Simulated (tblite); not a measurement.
# C7H9O2P: the cost of one run

Programs: tblite 0.8.0 and PySCF 2.14.0, with density-fitted response routines of our own. Each step states its level of theory. These are calculated values for one molecule, in the gas phase or a continuum, unless marked as measured. Atoms count from 0, in the outputs and in this text.

### Step 1. The starting structure

19 atoms, charge 0, multiplicity 1; geometry from: force field or distance geometry start.

Bonds of the start (Å): C0–P1 1.79, P1–O2 1.52, P1–O3 1.62, P1–C4 1.76, C4–C5 1.40, C5–C6 1.39, C6–C7 1.38, C7–C8 1.40, C8–C9 1.39, C9–C4 1.41, C0–H10 1.10, C0–H11 1.08, C0–H12 1.09, O3–H13 0.99, C5–H14 1.09, C6–H15 1.10, C7–H16 1.09, C8–H17 1.09, C9–H18 1.09.

### Step 2. Optimising the geometry with GFN2-xTB

Job settings and geometry (Å):

```
{"job": {"kind": "relax", "xc": "GFN2-xTB", "basis": "xTB"}, "charge": 0, "multiplicity": 1}
C      2.624500     0.838600    -0.130700
P      1.636900    -0.489700     0.540000
O      2.120200    -0.906700     1.920200
O      1.962300    -1.690900    -0.493100
C     -0.081600    -0.174800     0.359900
C     -0.893500     0.044100     1.473800
C     -2.251100     0.308600     1.328900
C     -2.815800     0.354900     0.066200
C     -2.026000     0.129200    -1.063300
C     -0.671800    -0.129500    -0.915200
H      2.464000     1.752800     0.451500
H      3.675600     0.584300    -0.105300
H      2.328800     1.045500    -1.156700
H      1.661900    -2.560600    -0.140600
H     -0.452800     0.015400     2.474700
H     -2.871200     0.473100     2.224600
H     -3.883100     0.555700    -0.046700
H     -2.478100     0.158600    -2.055500
H     -0.059000    -0.299300    -1.798800
```

On the command line:

```sh
> OMP_NUM_THREADS=1 python probes_run.py task.json out
```

One launch serves the whole session: the jobs run in the order shown.

Q: Estimate the wall time and peak memory of this first job on 1 thread of Arm Neoverse N1, shared host.

About 1 s, with a peak of 0.18 GiB.
